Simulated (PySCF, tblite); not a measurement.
# C₂H₃BBrFO₂: dynamics, then NMR shifts on frames

How do NMR shifts of C₂H₃BBrFO₂ (`F[C@H]1COB(Br)O1`) change as the atoms move?

Programs: tblite 0.8.0 and PySCF 2.14.0, with density-fitted response routines of our own. Each step states its level of theory. These are calculated values for one molecule in the gas phase, unless marked as measured. Atoms count from 0, in the outputs and in this text.

## (1) The molecule as given

10 atoms, charge 0, multiplicity 1; geometry from: GFN2-xTB.

Bonds of the start (Å): F0–C1 1.37, C1–C2 1.55, C2–O3 1.41, O3–B4 1.35, B4–Br5 1.84, B4–O6 1.37, O6–C1 1.38, C1–H7 1.10, C2–H8 1.09, C2–H9 1.09.

## (2) A short Langevin run with GFN2-xTB

What the job is given:

```
{"job": {"kind": "md", "xc": "GFN2-xTB", "basis": "xTB", "temperature": 300, "steps": 2000, "every": 50, "frames": 5}, "charge": 0, "multiplicity": 1}
F     -1.030513    -1.103844     1.381448
C     -0.767102    -0.639870     0.121161
C     -0.516605     0.886252     0.166152
O      0.855051     1.022553    -0.141018
B      1.360314    -0.203908    -0.408393
Br     3.110117    -0.511421    -0.899888
O      0.416973    -1.196710    -0.325298
H     -1.606320    -0.959391    -0.507491
H     -0.708523     1.280761     1.166529
H     -1.104510     1.430232    -0.575730
```

With the program's defaults for keys left out, this is: GFN2-xTB Langevin dynamics, gas phase.

On the command line:

```
OMP_NUM_THREADS=1 python probes_run.py task.json out
```

The driver reads the jobs from task.json and runs them one after another.

Output:

```text
t/fs     T/K      E/eV
    0.0   254.2   -656.44574
   25.0    97.0   -656.26513
   50.0   204.9   -656.28342
   75.0   189.7   -656.22606
  100.0   223.1   -656.21507
  125.0   190.4   -656.11274
  150.0   233.9   -656.26111
  175.0   245.7   -656.25136
  200.0   229.8   -656.30158
  225.0   131.5   -656.24447
  250.0   152.2   -656.30272
  275.0   185.0   -656.23811
  300.0   176.8   -656.13884
  325.0   296.7   -656.25705
  350.0   249.3   -656.12257
  375.0   325.7   -656.27319
  400.0   215.7   -656.17340
  425.0   230.0   -656.14558
  450.0   186.5   -656.07041
  475.0   179.5   -656.17788
  500.0   220.1   -656.18765
  525.0   257.9   -656.16261
  550.0   264.9   -656.12407
  575.0   250.3   -656.15852
  600.0   303.9   -656.02245
  625.0   331.8   -656.16420
  650.0   155.6   -656.02727
  675.0   362.7   -656.25032
  700.0   270.7   -656.12055
  725.0   254.4   -656.17727
  750.0   336.6   -656.22941
  775.0   263.6   -656.07744
  800.0   238.8   -656.22179
  825.0   226.8   -656.18944
  850.0   136.8   -656.10148
  875.0   245.9   -656.22561
  900.0   227.2   -656.25289
  925.0   263.8   -656.25973
  950.0   310.5   -656.21689
  975.0   327.1   -656.25032
 1000.0   315.8   -656.15779
```

It took 9.2 s on 1 thread of Arm Neoverse V1, shared host; peak memory 0.17 GiB.

Distance from the start (root mean square after alignment): 0 fs 0.00 Å, 200 fs 0.06 Å, 400 fs 0.10 Å, 600 fs 0.12 Å, 800 fs 0.08 Å, 1000 fs 0.13 Å.

Positions (Å) and forces (eV/Å) at 1000 fs:

```xyz
10

F    -2.081   -0.988    1.018   -0.445   -0.440    0.818
C    -1.335   -0.283    0.189    2.267    0.839   -0.345
C    -0.948    1.129    0.712   -1.417    0.286    1.417
O     0.417    1.224    0.744    1.806   -0.981   -0.058
B     0.922    0.035    0.326    0.041   -0.630   -0.665
Br    2.710   -0.339   -0.117   -0.580    0.201    0.352
O    -0.069   -0.884   -0.018    0.228    0.544    0.569
H    -1.791   -0.247   -0.766   -0.962   -0.022   -1.127
H    -1.322    1.250    1.760   -0.046    0.003   -0.595
H    -1.232    1.967    0.101   -0.891    0.201   -0.366
```

## (3) Nuclear shieldings: 250 fs, PBE0/pcSseg-1

What the job is given:

```
{"job": {"kind": "nmr", "xc": "PBE0", "basis": "pcSseg-1", "pop": false}, "charge": 0, "multiplicity": 1}
F     -1.615800    -1.219500     1.040800
C     -0.988500    -0.644300    -0.070700
C     -0.667700     0.842500     0.185500
O      0.737400     0.873500     0.099500
B      1.232700    -0.345800    -0.225200
Br     3.035000    -0.595400    -0.587500
O      0.239700    -1.288200    -0.354400
H     -1.673600    -0.810800    -0.931900
H     -1.109900     1.115300     1.134100
H     -1.078200     1.438500    -0.611500
```

With the program's defaults for keys left out, this is: GIAO PBE0/pcSseg-1 NMR shielding, non-relativistic, gas phase.

Output:

```text
coarse grid: 45952 points
cycle   1  E = -2926.3078361203  dE =  4.407e-02  |g| = 1.133e+00  |ddm| = 3.013e+00
cycle   2  E = -2926.1414004087  dE =  1.664e-01  |g| = 1.402e+00  |ddm| = 1.238e+00
cycle   3  E = -2926.4507346881  dE = -3.093e-01  |g| = 1.962e-01  |ddm| = 8.543e-01
cycle   4  E = -2926.4565129347  dE = -5.778e-03  |g| = 3.957e-02  |ddm| = 1.059e-01
cycle   5  E = -2926.4566468630  dE = -1.339e-04  |g| = 1.608e-02  |ddm| = 2.879e-02
cycle   6  E = -2926.4566901713  dE = -4.331e-05  |g| = 3.850e-03  |ddm| = 1.015e-02
cycle   7  E = -2926.4566923527  dE = -2.181e-06  |g| = 9.341e-04  |ddm| = 3.175e-03
final grid: 96840 points
cycle   8  E = -2926.4567003615  dE =  1.294e-07  |g| = 1.256e-03  |ddm| = 1.657e-03
cycle   9  E = -2926.4566999708  dE =  3.907e-07  |g| = 1.906e-03  |ddm| = 2.188e-03
cycle  10  E = -2926.4567006917  dE = -7.209e-07  |g| = 2.079e-04  |ddm| = 1.280e-03
cycle  11  E = -2926.4567006998  dE = -8.131e-09  |g| = 1.501e-05  |ddm| = 1.280e-04
cycle  12  E = -2926.4567006999  dE = -4.547e-11  |g| = 5.811e-06  |ddm| = 1.866e-05
converged SCF energy = -2926.4567006999

GIAO shielding tensors (ppm)
atom      isotropic    diamagn.    paramagn.     s11        s22        s33       span
  0 F      288.851     472.347    -183.497    193.352    311.604    361.595    168.243
  1 C       63.161     243.242    -180.082     34.414     66.552     88.517     54.103
  2 C      112.089     247.276    -135.186     85.104    102.294    148.870     63.766
  3 O      195.940     391.691    -195.751     63.111    236.385    288.324    225.213
  4 B       68.239     197.626    -129.387     53.661     67.084     83.972     30.311
  5 Br    2631.974    3124.026    -492.053   2291.307   2731.387   2873.226    581.919
  6 O      138.946     392.486    -253.540     37.514    133.860    245.463    207.949
  7 H       24.792      27.762      -2.970     21.493     24.392     28.492      6.999
  8 H       27.423      28.734      -1.310     23.823     26.457     31.990      8.166
  9 H       27.525      29.343      -1.818     23.594     26.000     32.982      9.388
```

Run time: 15 s. Hardware: 1 thread of Arm Neoverse V1, shared host; peak memory 0.75 GiB.

The references, computed at this level on geometries of the same kind, shield at (ppm): 1H TMS 31.72, 13C TMS 186.9, 19F CFCl3 170.9, 17O H2O 336.1, 11B BF3·OEt2 100.1, 79Br HBr 2622. Their shielding less the atom's gives the shift. The references are single molecules in the gas phase, so shifts against H2O, NH3, PH3, H3PO4 or CFCl3 are not on the usual liquid scales and can be off by tens of ppm. Each atom is listed at this fixed geometry, with no averaging over motion; a spectrum would average atoms that exchange fast.

```
atoms                                    environment  σ (ppm)  δ (ppm)
   C1                       sp3 CH bonded to F and O     63.2    123.8
   C2                            sp3 CH2 bonded to O    112.1     74.8
   H7        hydrogen on an sp3 CH bonded to F and O    24.79     6.92
   H8             hydrogen on an sp3 CH2 bonded to O    27.42     4.29
   H9             hydrogen on an sp3 CH2 bonded to O    27.53     4.19
   F0                      fluorine on an sp3 carbon    288.9   -117.9
   O6    oxygen bonded to C, B, in a 5-membered ring    138.9    197.1
   O3    oxygen bonded to C, B, in a 5-membered ring    195.9    140.1
   B4  boron bonded to Br, 2 O, in a 5-membered ring     68.2     31.8
  Br5                            bromine bonded to B     2632      -10
```

Ring of atoms C1, C2, O3, B4, O6: NICS(0) -5.1, NICS(1) -2.6, NICS(1)zz -3.6 ppm (means of both faces).

## (4) Nuclear shieldings: 425 fs, PBE0/pcSseg-1

What the job is given:

```
{"job": {"kind": "nmr", "xc": "PBE0", "basis": "pcSseg-1", "pop": false}, "charge": 0, "multiplicity": 1}
F     -1.231600    -1.394900     1.075500
C     -1.030600    -0.702500    -0.015200
C     -0.579800     0.732300     0.231300
O      0.786400     0.761300     0.028000
B      1.181800    -0.449100    -0.477200
Br     2.946000    -0.851800    -0.741900
O      0.112600    -1.357200    -0.620500
H     -1.908000    -0.725500    -0.614600
H     -0.770200     1.126900     1.244900
H     -1.068200     1.459800    -0.468400
```

Method: GIAO PBE0/pcSseg-1 NMR shielding, non-relativistic, gas phase.

Output:

```text
coarse grid: 45952 points
cycle   1  E = -2926.3039626046  dE =  1.630e-01  |g| = 1.127e+00  |ddm| = 3.032e+00
cycle   2  E = -2926.1361729941  dE =  1.678e-01  |g| = 1.390e+00  |ddm| = 1.264e+00
cycle   3  E = -2926.4433123726  dE = -3.071e-01  |g| = 2.067e-01  |ddm| = 8.821e-01
cycle   4  E = -2926.4498344407  dE = -6.522e-03  |g| = 4.931e-02  |ddm| = 1.184e-01
cycle   5  E = -2926.4500857511  dE = -2.513e-04  |g| = 1.944e-02  |ddm| = 3.626e-02
cycle   6  E = -2926.4501428600  dE = -5.711e-05  |g| = 4.016e-03  |ddm| = 1.192e-02
cycle   7  E = -2926.4501448723  dE = -2.012e-06  |g| = 1.564e-03  |ddm| = 3.137e-03
final grid: 96840 points
cycle   8  E = -2926.4500679498  dE =  6.333e-07  |g| = 2.500e-03  |ddm| = 2.386e-03
cycle   9  E = -2926.4500659732  dE =  1.977e-06  |g| = 4.214e-03  |ddm| = 3.634e-03
cycle  10  E = -2926.4500689901  dE = -3.017e-06  |g| = 2.389e-04  |ddm| = 2.341e-03
cycle  11  E = -2926.4500689996  dE = -9.435e-09  |g| = 1.953e-05  |ddm| = 1.433e-04
cycle  12  E = -2926.4500689996  dE = -6.230e-11  |g| = 6.095e-06  |ddm| = 1.656e-05
converged SCF energy = -2926.4500689996

GIAO shielding tensors (ppm)
atom      isotropic    diamagn.    paramagn.     s11        s22        s33       span
  0 F      319.260     471.337    -152.076    246.025    305.156    406.599    160.574
  1 C       72.846     242.319    -169.473     46.997     69.514    102.027     55.030
  2 C      112.815     246.565    -133.751     89.702    101.167    147.575     57.874
  3 O      194.757     392.030    -197.273     51.685    249.430    283.157    231.473
  4 B       66.350     196.669    -130.318     48.629     67.143     83.278     34.648
  5 Br    2629.530    3123.846    -494.316   2280.035   2759.977   2848.579    568.545
  6 O      120.099     392.835    -272.736     23.498    113.326    223.473    199.975
  7 H       25.809      28.929      -3.119     22.498     25.431     29.499      7.001
  8 H       26.804      28.169      -1.365     23.329     25.189     31.893      8.564
  9 H       26.798      28.354      -1.555     22.609     25.338     32.448      9.839
```

Wall time 15 s (1 thread of Arm Neoverse V1, shared host); peak memory 0.8 GiB.

In short: δ C1 114.1, C2 74.1, F0 -148.3, O6 216.0, H7 5.91, H9 4.92 ppm.

## (5) Shielding tensors: 625 fs, PBE0/pcSseg-1

What the job is given:

```
{"job": {"kind": "nmr", "xc": "PBE0", "basis": "pcSseg-1", "pop": false}, "charge": 0, "multiplicity": 1}
F     -1.413600    -1.463300     1.347700
C     -0.922900    -0.757400     0.294400
C     -0.393200     0.660000     0.777300
O      0.920400     0.589800     0.481200
B      1.280200    -0.549200    -0.162900
Br     2.946100    -0.907900    -0.800600
O      0.187600    -1.436100    -0.135400
H     -1.697800    -0.689900    -0.484000
H     -0.436800     0.749800     1.844700
H     -0.817700     1.496200     0.265400
```

Method: GIAO PBE0/pcSseg-1 NMR shielding, non-relativistic, gas phase.

Output:

```text
coarse grid: 45952 points
cycle   1  E = -2926.2992868209  dE =  2.242e-01  |g| = 1.137e+00  |ddm| = 3.045e+00
cycle   2  E = -2926.1443935099  dE =  1.549e-01  |g| = 1.379e+00  |ddm| = 1.235e+00
cycle   3  E = -2926.4412493193  dE = -2.969e-01  |g| = 1.907e-01  |ddm| = 8.481e-01
cycle   4  E = -2926.4467217879  dE = -5.472e-03  |g| = 4.066e-02  |ddm| = 1.048e-01
cycle   5  E = -2926.4468597068  dE = -1.379e-04  |g| = 1.679e-02  |ddm| = 2.878e-02
cycle   6  E = -2926.4469050583  dE = -4.535e-05  |g| = 3.434e-03  |ddm| = 1.045e-02
cycle   7  E = -2926.4469066360  dE = -1.578e-06  |g| = 1.050e-03  |ddm| = 3.036e-03
final grid: 96840 points
cycle   8  E = -2926.4469011916  dE =  2.231e-07  |g| = 1.628e-03  |ddm| = 1.874e-03
cycle   9  E = -2926.4469004597  dE =  7.319e-07  |g| = 2.633e-03  |ddm| = 2.546e-03
cycle  10  E = -2926.4469016558  dE = -1.196e-06  |g| = 1.734e-04  |ddm| = 1.547e-03
cycle  11  E = -2926.4469016609  dE = -5.095e-09  |g| = 2.005e-05  |ddm| = 1.064e-04
cycle  12  E = -2926.4469016610  dE = -7.367e-11  |g| = 6.851e-06  |ddm| = 1.968e-05
converged SCF energy = -2926.4469016610

GIAO shielding tensors (ppm)
atom      isotropic    diamagn.    paramagn.     s11        s22        s33       span
  0 F      308.703     470.748    -162.046    232.501    334.658    358.949    126.448
  1 C       70.264     243.494    -173.229     42.046     69.973     98.774     56.728
  2 C      113.489     247.066    -133.577     87.216    107.590    145.661     58.445
  3 O      200.961     392.800    -191.839     49.339    252.849    300.695    251.356
  4 B       67.642     198.133    -130.491     48.598     62.688     91.639     43.041
  5 Br    2630.560    3123.886    -493.325   2304.119   2728.738   2858.824    554.705
  6 O      150.865     393.041    -242.176     36.243    150.854    265.499    229.256
  7 H       25.128      28.404      -3.276     21.990     24.435     28.958      6.967
  8 H       27.515      28.918      -1.404     23.541     25.960     33.042      9.501
  9 H       27.631      29.850      -2.219     23.539     26.554     32.800      9.262
```

Wall time 15 s (1 thread of Arm Neoverse V1, shared host); peak memory 0.79 GiB.

Key values: δ C1 116.7, C2 73.4, F0 -137.8, O6 185.2, H7 6.59, H8 4.20 ppm.

## (6) Nuclear shieldings: 800 fs, PBE0/pcSseg-1

What the job is given:

```
{"job": {"kind": "nmr", "xc": "PBE0", "basis": "pcSseg-1", "pop": false}, "charge": 0, "multiplicity": 1}
F     -1.480300    -1.359400     1.216300
C     -1.052500    -0.416200     0.311000
C     -0.646900     0.848200     1.092500
O      0.794000     0.896500     0.932100
B      1.173300    -0.082900     0.102200
Br     2.857400    -0.457500    -0.499500
O      0.118300    -0.887900    -0.220200
H     -1.783900    -0.382200    -0.492200
H     -0.906500     0.880400     2.180800
H     -1.130600     1.704100     0.701200
```

Level: GIAO PBE0/pcSseg-1 NMR shielding, non-relativistic, gas phase.

Output:

```text
coarse grid: 45952 points
cycle   1  E = -2926.3032031996  dE =  1.573e-01  |g| = 1.139e+00  |ddm| = 3.030e+00
cycle   2  E = -2926.1421669029  dE =  1.610e-01  |g| = 1.395e+00  |ddm| = 1.271e+00
cycle   3  E = -2926.4463599161  dE = -3.042e-01  |g| = 1.976e-01  |ddm| = 8.811e-01
cycle   4  E = -2926.4521354743  dE = -5.776e-03  |g| = 5.397e-02  |ddm| = 1.157e-01
cycle   5  E = -2926.4524789457  dE = -3.435e-04  |g| = 2.202e-02  |ddm| = 3.841e-02
cycle   6  E = -2926.4525574727  dE = -7.853e-05  |g| = 3.493e-03  |ddm| = 1.282e-02
cycle   7  E = -2926.4525592441  dE = -1.771e-06  |g| = 1.122e-03  |ddm| = 3.329e-03
final grid: 96840 points
cycle   8  E = -2926.4525494178  dE =  1.862e-07  |g| = 1.553e-03  |ddm| = 2.043e-03
cycle   9  E = -2926.4525489012  dE =  5.166e-07  |g| = 2.320e-03  |ddm| = 2.505e-03
cycle  10  E = -2926.4525498708  dE = -9.696e-07  |g| = 1.895e-04  |ddm| = 1.475e-03
cycle  11  E = -2926.4525498777  dE = -6.875e-09  |g| = 1.865e-05  |ddm| = 1.151e-04
cycle  12  E = -2926.4525498777  dE = -6.003e-11  |g| = 7.115e-06  |ddm| = 1.786e-05
converged SCF energy = -2926.4525498777

GIAO shielding tensors (ppm)
atom      isotropic    diamagn.    paramagn.     s11        s22        s33       span
  0 F      294.510     471.940    -177.429    206.453    323.928    353.150    146.697
  1 C       74.395     241.069    -166.674     50.119     76.013     97.053     46.934
  2 C      106.276     247.094    -140.818     71.810     92.494    154.524     82.713
  3 O      194.317     391.099    -196.782     68.867    229.802    284.281    215.413
  4 B       70.046     198.027    -127.981     52.032     69.032     89.073     37.041
  5 Br    2659.929    3124.147    -464.218   2334.716   2769.057   2876.013    541.296
  6 O      139.323     394.191    -254.868     40.005    135.799    242.165    202.160
  7 H       25.341      28.297      -2.956     21.520     24.770     29.732      8.212
  8 H       26.334      26.952      -0.618     22.907     24.815     31.279      8.372
  9 H       27.717      29.743      -2.026     24.438     26.316     32.397      7.959
```

Run time: 14 s. Hardware: 1 thread of Arm Neoverse V1, shared host; peak memory 0.78 GiB.

Key values: δ C1 112.5, C2 80.6, F0 -123.6, O6 196.8, H7 6.38, H8 5.38 ppm.

## (7) Shielding tensors: 1000 fs, PBE0/pcSseg-1

What the job is given:

```
{"job": {"kind": "nmr", "xc": "PBE0", "basis": "pcSseg-1", "pop": false}, "charge": 0, "multiplicity": 1}
F     -2.081200    -0.988000     1.017900
C     -1.334900    -0.282800     0.188700
C     -0.948100     1.129300     0.712400
O      0.417300     1.224200     0.744400
B      0.921800     0.035300     0.326200
Br     2.710400    -0.338700    -0.116500
O     -0.068900    -0.884200    -0.018400
H     -1.791200    -0.246900    -0.765600
H     -1.322100     1.250100     1.760200
H     -1.231700     1.967400     0.101100
```

Method: GIAO PBE0/pcSseg-1 NMR shielding, non-relativistic, gas phase.

Output:

```text
coarse grid: 45952 points
cycle   1  E = -2926.3090942568  dE =  1.613e-01  |g| = 1.118e+00  |ddm| = 3.023e+00
cycle   2  E = -2926.1608216021  dE =  1.483e-01  |g| = 1.343e+00  |ddm| = 1.181e+00
cycle   3  E = -2926.4446883861  dE = -2.839e-01  |g| = 1.997e-01  |ddm| = 8.161e-01
cycle   4  E = -2926.4507837836  dE = -6.095e-03  |g| = 4.303e-02  |ddm| = 1.114e-01
cycle   5  E = -2926.4509706234  dE = -1.868e-04  |g| = 1.588e-02  |ddm| = 3.119e-02
cycle   6  E = -2926.4510082178  dE = -3.759e-05  |g| = 2.703e-03  |ddm| = 9.851e-03
cycle   7  E = -2926.4510089920  dE = -7.742e-07  |g| = 6.372e-04  |ddm| = 2.354e-03
final grid: 96840 points
cycle   8  E = -2926.4509655997  dE =  1.015e-08  |g| = 7.865e-04  |ddm| = 1.262e-03
cycle   9  E = -2926.4509655040  dE =  9.575e-08  |g| = 1.096e-03  |ddm| = 1.101e-03
cycle  10  E = -2926.4509657050  dE = -2.010e-07  |g| = 1.468e-04  |ddm| = 6.179e-04
cycle  11  E = -2926.4509657088  dE = -3.843e-09  |g| = 1.247e-05  |ddm| = 1.016e-04
cycle  12  E = -2926.4509657088  dE = -3.047e-11  |g| = 5.242e-06  |ddm| = 1.404e-05
converged SCF energy = -2926.4509657088

GIAO shielding tensors (ppm)
atom      isotropic    diamagn.    paramagn.     s11        s22        s33       span
  0 F      328.268     469.063    -140.796    270.017    333.389    381.398    111.381
  1 C       75.882     242.496    -166.615     46.829     79.302    101.514     54.685
  2 C      112.073     247.270    -135.197     80.244    109.682    146.292     66.048
  3 O      202.071     393.069    -190.998     53.426    247.921    304.866    251.440
  4 B       67.276     197.327    -130.051     52.497     65.466     83.864     31.367
  5 Br    2600.182    3124.786    -524.605   2249.535   2677.116   2873.895    624.360
  6 O      134.681     395.225    -260.544     24.149    134.620    245.273    221.124
  7 H       25.917      29.551      -3.634     22.423     25.871     29.457      7.035
  8 H       26.734      27.129      -0.395     22.527     25.771     31.905      9.378
  9 H       27.142      28.820      -1.679     22.512     26.100     32.813     10.302
```

It took 15 s on 1 thread of Arm Neoverse V1, shared host; peak memory 0.85 GiB.

Key values: δ C1 111.0, C2 74.9, F0 -157.3, O6 201.4, H7 5.80, H8 4.98 ppm.

## (8) Comparing the runs: NMR shifts

Shifts (ppm) of some atoms, chosen among heavy atoms and hydrogens apart, with basis size and wall time:

```
  frame     C1    H7    H8      F0     O6     O3  Br5  functions  time
 250 fs  123.8  6.92  4.29  -117.9  197.1  140.1  -10        158  15 s
 425 fs  114.1  5.91  4.91  -148.3  216.0  141.3   -7        158  15 s
 625 fs  116.7  6.59  4.20  -137.8  185.2  135.1   -9        158  15 s
 800 fs  112.5  6.38  5.38  -123.6  196.8  141.8  -38        158  14 s
1000 fs  111.0  5.80  4.98  -157.3  201.4  134.0   22        158  15 s
```

## (9) Results

| quantity | value |
| --- | --- |
| thermostat | 300 K |
| mean temperature, second half | 265 K |
| mean potential energy above the minimum | 0.28 eV |
| 13C shifts against TMS (PBE0/pcSseg-1, 250 fs) | 123.8, 74.8 ppm |
| 1H shifts against TMS (PBE0/pcSseg-1, 250 fs) | 6.92, 4.29, 4.19 ppm |
| 19F shifts against CFCl3 (PBE0/pcSseg-1, 250 fs) | -117.9 ppm |
| 17O shifts against H2O (PBE0/pcSseg-1, 250 fs) | 197.1, 140.1 ppm |
| 11B shifts against BF3·OEt2 (PBE0/pcSseg-1, 250 fs) | 31.8 ppm |
| 79Br shifts against HBr (PBE0/pcSseg-1, 250 fs) | -10 ppm |
| range of the shift of Br5 | -38 to 22 ppm |

What this shows: In the second half the potential energy averages 0.28 eV above the minimum; equipartition over 24 harmonic modes at 300 K would give 0.31 eV. With 10 atoms the temperature swings widely (97 to 363 K). Shifts at one fixed geometry are not the observed spectrum, which averages over the motion. In the first frame run (250 fs): The largest span, 582 ppm, is at Br5, where the paramagnetic term is -492 ppm. Across the 5 runs the shift of Br5 moves most, between -38 (800 fs) and 22 ppm (1000 fs). Spin-orbit coupling is left out, which matters for shieldings and couplings at and beside the heavy atoms.
